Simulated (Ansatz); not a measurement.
# Sn: a tetragonal deformation path

The task here is to estimate one member of a computed series from the others.

Computed with Ansatz 0.2.0 (DFT r2SCAN, scalar-relativistic, plane waves, PAW, unless a step's input says otherwise).

## The structure to begin with

It takes space group Fd-3m (No. 227, cubic). The conventional cell has a = 6.491 Å, b = 6.491 Å, c = 6.491 Å, α = 90.00°, β = 90.00°, γ = 90.00°. Sn (site symmetry -43m) has 4 Sn at 2.81 Å in its first shell of neighbours.

Structure file:

```
CELL_PARAMETERS angstrom
0.00000 3.24560 3.24560
3.24560 0.00000 3.24560
3.24560 3.24560 0.00000
ATOMIC_POSITIONS crystal
Sn 0.50000 0.50000 0.50000
Sn 0.75000 0.75000 0.75000
```

The cell is taken as given, not relaxed at this level.

## Zero of energy

Reference values: F = -12077.2695 eV; pressure 1.62 GPa; largest force 0.000 eV/Å; gap on the mesh none (metal). It was computed beforehand with the settings of the runs below.

Set-up of the first run:

At fixed volume and fractional coordinates, lengths along (0.000, 0.000, 1.000) are scaled against those across it; ρ is that ratio over its starting value.

input.yaml

```yaml
crystal:
  lattice:
    - [0.0, 3.6432462238, 2.5757750802]
    - [3.6432462238, 0.0, 2.5757750802]
    - [3.6432462238, 3.6432462238, 0.0]
  atoms:
    - { symbol: Sn, position: [0.5, 0.5, 0.5] }
    - { symbol: Sn, position: [0.75, 0.75, 0.75] }
basis:
  ecutwfc: 500
kpoints:
  mp_grid: { grid: [14, 14, 14] }
hamiltonian:
  xc: r2scan
scf:
  occupations: { method: gaussian, width: 0.15 }
output:
  forces: true
  stress: true
  eigenvalues: true
```

On the command line:

```
ansatz run input.yaml --threads 1 --pin off --max-ram 2560MiB --backend cpu --events-out ev --progress --plain --runs-dir out
```

Steps of the session up to this table: At ρ = 0.707; ρ = 1.414; At ρ = 0.850; At ρ = 1.200; Point ρ = 0.780; Point ρ = 1.300; At ρ = 0.920; At ρ = 1.100; At ρ = 0.650.

One table of the session follows, with a row left open; its other results are not shown here.

It belongs to the step «The scan collected». Collected from the runs (energy zero: the undisturbed cell):

```
    ρ  ΔE (meV/atom)  pressure (GPa)
0.650          216.5            -1.1
0.707          166.8            -0.2
0.780          105.2             0.7
0.850           53.3             1.3
0.920           15.9             1.5
1.000            0.0             1.6
1.100           25.7             1.6
1.200           99.0             1.5
1.300              ?               ?
1.414          318.0             1.1
```

**Question.** Estimate the row for ρ = 1.300.

Worked estimate for «ΔE (meV/atom)». A straight line through the neighbours (1.200, 99.0) and (1.414, 318.0) gives 99.0 + (318.0 − 99.0) × (1.300 − 1.200) / (1.414 − 1.200) = 201.3; a parabola fitted to 3 rows on both sides gives 190.8.

The run gave: ΔE (meV/atom): 202.5; pressure (GPa): 1.5. In «ΔE (meV/atom)» the line misses by -1.2 and the parabola by -11.7.
